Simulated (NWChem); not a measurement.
**InH2F (SMILES [F][InH2]): BP86/def2-SVP (density fitting, core potential)**

Aim: the vertical ionisation energy of InH2F at BP86/def2-SVP (density fitting, core potential), from 2 runs. 

The calculation is run with NWChem 7.3.0.

### 1 The molecule

The species is InH2F (4 atoms), meant as a singlet with charge 0. As SMILES, `[F][InH2]`. The shape is that of a PBE0-D4/def2-TZVP optimisation.

Bond lengths: F1–In2 1.961 Å, In2–H3 1.702 Å, In2–H4 1.702 Å. Angles: F1–In2–H3 110.4°, F1–In2–H4 110.4°, H3–In2–H4 139.2°.

### 2 A single-point energy at BP86/def2-SVP (density fitting, core potential)

The input, mol.nw:

```
start mol
title "FH2In"
memory stack 880 mb heap 220 mb global 1100 mb

geometry units angstrom noautosym nocenter noautoz
  F     -1.631800    -0.629400     0.188600
  In     0.194400     0.052300    -0.026300
  H      1.304300    -0.965100     0.767900
  H      0.188600     1.481900    -0.950400
end

basis "ao basis" spherical bse
  * library def2-SVP
end

ecp bse
  In library def2-SVP
end

basis "cd basis" spherical
  * library "dgauss a1 dft coulomb fitting"
end

dft
  xc becke88 perdew86
  grid fine
  convergence energy 1e-08
  maxiter 100
  mulliken
  print low
end

task dft energy
```

On the command line:

```sh
nwchem mol.nw > mol.out
```

What it wrote:

```text
[...]
 d= 0,ls=0.0,diis     1   -291.1502382889 -3.59D+02  6.26D-02  6.81D-01     0.5
[...]
 d= 0,ls=0.0,diis    10   -291.2438236402 -5.29D-09  1.07D-06  4.29D-09     2.4
         Total DFT energy =     -291.243823640223
      One electron energy =     -610.210914277993
           Coulomb energy =      279.615373681507
    Exchange-Corr. energy =      -28.032643794755
 Nuclear repulsion energy =       67.384360751018
[...]
      Total Density - Mulliken Population Analysis
     ---------------------------------------------
    Atom       Charge   Shell Charges
 -----------   ------   -------------------------------------------------------
    1 F    9     9.41   1.99  1.12  0.84  3.30  2.16  0.00
    2 In  21    20.42  -0.60  2.60  0.98  0.24  2.77  3.23  0.91  0.20  9.62  0.46
    3 H    1     1.08   0.67  0.40  0.01
    4 H    1     1.08   0.67  0.40  0.01
[...]
```

It took 3 s on 1 thread of Intel Xeon 6975P-C (Granite Rapids), shared host; peak memory 0.11 GiB.

### 3 The doublet cation

The input, calc.xyz:

```xyz
4
FH2In
F     -1.631800    -0.629400     0.188600
In     0.194400     0.052300    -0.026300
H      1.304300    -0.965100     0.767900
H      0.188600     1.481900    -0.950400
```

The input, calc.nw:

```
start calc
title "FH2In"
memory 2200 mb
charge 1

geometry noautosym nocenter noautoz
 load calc.xyz
end

basis spherical bse
 * library def2-SVP
end

ecp bse
 In library def2-SVP
end

basis "cd basis" spherical
 * library "dgauss a1 dft coulomb fitting"
end

dft
 xc becke88 perdew86
 mult 2
 grid fine
 convergence energy 1e-08
 iterations 100
 mulliken
 print low
end

task dft
```

On the command line:

```sh
nwchem calc.nw > calc.out
```

What it wrote:

```text
[...]
 d= 0,ls=0.0,diis     1   -290.5281250475 -3.58D+02  5.89D-02  6.94D-01     0.6
[...]
 d= 0,ls=0.0,diis    15   -290.8501112481 -3.87D-09  2.14D-07  8.38D-10     5.9
[...]
         Total DFT energy =     -290.850111248135
      One electron energy =     -601.108639642565
           Coulomb energy =      270.569574753604
    Exchange-Corr. energy =      -27.695407110191
 Nuclear repulsion energy =       67.384360751018
[...]
      Total Density - Mulliken Population Analysis
     ---------------------------------------------
    Atom       Charge   Shell Charges
 -----------   ------   -------------------------------------------------------
    1 F    9     9.18   1.99  1.15  0.82  3.26  1.96  0.00
    2 In  21    20.12  -0.60  2.60  1.06  0.12  2.77  3.24  0.79  0.08  9.63  0.42
    3 H    1     0.85   0.61  0.23  0.01
    4 H    1     0.85   0.61  0.23  0.01
[...]
      <S2> =      0.7574 (Exact =     0.7500)
[...]
```

Wall time 6.6 s (1 thread of Intel Xeon 6975P-C (Granite Rapids), shared host); peak memory 0.11 GiB.

### 4 Outcome

At BP86/def2-SVP (density fitting, core potential):

| quantity | value |
| --- | --- |
| singlet InH2F: total energy | -291.24382 Eh |
| doublet cation: total energy | -290.85011 Eh |
| doublet cation: ⟨S²⟩ | 0.757 |
| vertical ionisation energy (to the doublet cation) | 10.713 eV |

What this shows: The vertical ionisation energy comes to 10.71 eV (247 kcal/mol). Mulliken charges (singlet InH2F) run from -0.41 on F1 to +0.58 on In2. Mulliken charges (doublet cation) run from -0.18 on F1 to +0.88 on In2; they depend strongly on the basis.
